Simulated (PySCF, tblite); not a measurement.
**C₈H₁₁ radical: geometry, infrared bands and EPR parameters**

Wanted: the infrared bands and EPR parameters of C₈H₁₁ radical (`C1CC1C12C[C](C1)C2`), by calculation.

Programs: tblite 0.8.0 and PySCF 2.14.0, with density-fitted response routines of our own. Each step states its level of theory. These are calculated values for one molecule in the gas phase, unless marked as measured. Atoms count from 0, in the outputs and in this text.

### Step 1. Starting geometry

19 atoms, charge 0, multiplicity 2; geometry from: force field or distance geometry start.

Bonds of the start (Å): C0–C1 1.51, C1–C2 1.50, C2–C3 1.48, C3–C4 1.52, C4–C5 1.53, C5–C6 1.53, C5–C7 1.53, C2–C0 1.50, C6–C3 1.54, C7–C3 1.53, C0–H8 1.08, C0–H9 1.10, C1–H10 1.08, C1–H11 1.08, C2–H12 1.07, C4–H13 1.11, C4–H14 1.11, C6–H15 1.10, C6–H16 1.10, C7–H17 1.10, C7–H18 1.10.

### Step 2. Geometry optimisation with GFN2-xTB

Job settings and geometry (Å):

```
{"job": {"kind": "relax", "xc": "GFN2-xTB", "basis": "xTB"}, "charge": 0, "multiplicity": 2}
C      1.761600    -0.376300     1.258100
C      1.783000     1.038000     0.721100
C      1.148200    -0.060000    -0.073000
C     -0.299100    -0.113800    -0.352600
C     -1.111500     0.583400    -1.434200
C     -2.204900    -0.219100    -0.731000
C     -1.494000     0.246700     0.545300
C     -1.151800    -1.334500    -0.715000
H      2.685400    -0.938100     1.272500
H      1.093600    -0.584700     2.101100
H      1.153100     1.769200     1.211200
H      2.735100     1.420600     0.387700
H      1.672900    -0.398100    -0.944600
H     -0.924800     0.297400    -2.486800
H     -1.224700     1.682800    -1.379500
H     -1.647900     1.299700     0.818600
H     -1.685600    -0.370800     1.437500
H     -0.982700    -1.822400    -1.690100
H     -1.315800    -2.110700     0.046400
```

Run with:

```sh
$ OMP_NUM_THREADS=1 python probes_run.py task.json out
```

This one command runs all jobs of the session in turn.

**Question.** This job is followed by: GFN2-xTB harmonic vibrations, gas phase; UKS B3LYP, pcH-1 on C H, non-relativistic, mean-field spin-orbit, GIAO. What will the session give for the following? strongest single infrared mode (GFN2-xTB); zero-point energy (GFN2-xTB); g(iso) (B3LYP); ⟨S²⟩; largest a(iso); potential on the surface of density 0.002 e/bohr³, 1st and 99th percentile.

As calculated:

| quantity | value |
| --- | --- |
| strongest single infrared mode (GFN2-xTB) | 3032 cm⁻¹, 137 km/mol |
| zero-point energy (GFN2-xTB) | 103.0 kcal/mol |
| g(iso) (B3LYP) | 2.00258 |
| ⟨S²⟩ | 0.752 (exact 0.75) |
| largest a(iso) | 13C on C5, 333.0 MHz |
| potential on the surface of density 0.002 e/bohr³, 1st and 99th percentile | -1.03 V and 0.74 V |

In words: Relaxing lowered the energy by 0.577 eV in 40 steps; the close pair that moved most is C2–C3, from 1.475 to 1.498 Å. No mode is imaginary among the 51: a minimum at this level. Unscaled tight-binding wavenumbers are off by several per cent, some by more. Its intensities can rank the bands wrongly. Most of the unpaired spin sits on C5 (0.80 e). The isotropic g lies 0.3 ppt above the free-electron value. The conformer search found further structures of the same energy, which may be mirror or relabelled copies of this one.
